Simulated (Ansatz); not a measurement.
# LiZnI (SMILES [Li][Zn][I]): one structure at several levels

The task here is to estimate one member of a computed series from the others.

Method: single points in def2-TZVPP; program: Ansatz 0.2.0, Gaussian basis.

Correlated methods freeze the cores. The 3s and 3p shells of Cu and Zn are frozen; filled d shells are correlated. Core potentials replace the inner electrons past krypton, and spin-orbit coupling is left out. The outer core shell of Li, Na, Mg and K is correlated.

## The system as given

SMILES `[Li][Zn][I]`, 3 atoms, charge 0, spin multiplicity 1.

Atoms are counted from 1 here; the program's logs count them from 0.

Bond lengths: Li1–Zn2 2.420 Å, Zn2–I3 2.708 Å. Angles: Li1–Zn2–I3 172.9°.

Coordinates:

| atom | x (Å) | y (Å) | z (Å) |
| --- | --- | --- | --- |
| Li1 | 0.85680 | 2.22960 | 0.77410 |
| Zn2 | -0.05510 | 0.05790 | 0.21730 |
| I3 | -0.84020 | -2.38640 | -0.64560 |

Set-up of the first run:

Contents of run/in.yaml:

```yaml
crystal:
  periodic: [false, false, false]
  atoms:
    - {symbol: Li, position_ang: [0.856800, 2.229600, 0.774100]}
    - {symbol: Zn, position_ang: [-0.055100, 0.057900, 0.217300]}
    - {symbol: I, position_ang: [-0.840200, -2.386400, -0.645600]}
basis:
  gaussian: {orbitals: def2-TZVPP}
correlation: {method: ccsd_t, frozen_orbitals: {I: 4, Li: 0, Zn: 9}}
output: {forces: true}
```

No record of the launch command was kept for these runs.

Among the steps run: CCSD(T)/def2-TZVPP; PBE0-D4/def2-TZVPP; wB97M-V/def2-TZVPP; r2SCAN-D4/def2-TZVPP; PBE-D4/def2-TZVPP; BHLYP-D4/def2-TZVPP; SPW92/def2-TZVPP.

One table of the session follows, with a row left open; its other results are not shown here.

```
   method  RMS force component (eV/Å)  angle to CCSD(T) forces (°)  dipole (D)
  CCSD(T)                       0.474                    reference       11.20
  PBE0-D4                       0.471                          2.7       10.97
  wB97M-V                       0.469                          6.8       11.22
r2SCAN-D4                       0.473                          5.6       11.22
   PBE-D4                       0.409                          4.2       10.66
 BHLYP-D4                           ?                            ?           ?
    SPW92                       0.521                         13.6       10.98
```

Q: Estimate the row for BHLYP-D4 from the others.

The run gave: RMS force component (eV/Å): 0.436; angle to CCSD(T) forces (°): 0.9; dipole (D): 11.17. In the column «RMS force component (eV/Å)» it lies between PBE-D4 (0.409) and wB97M-V (0.469).
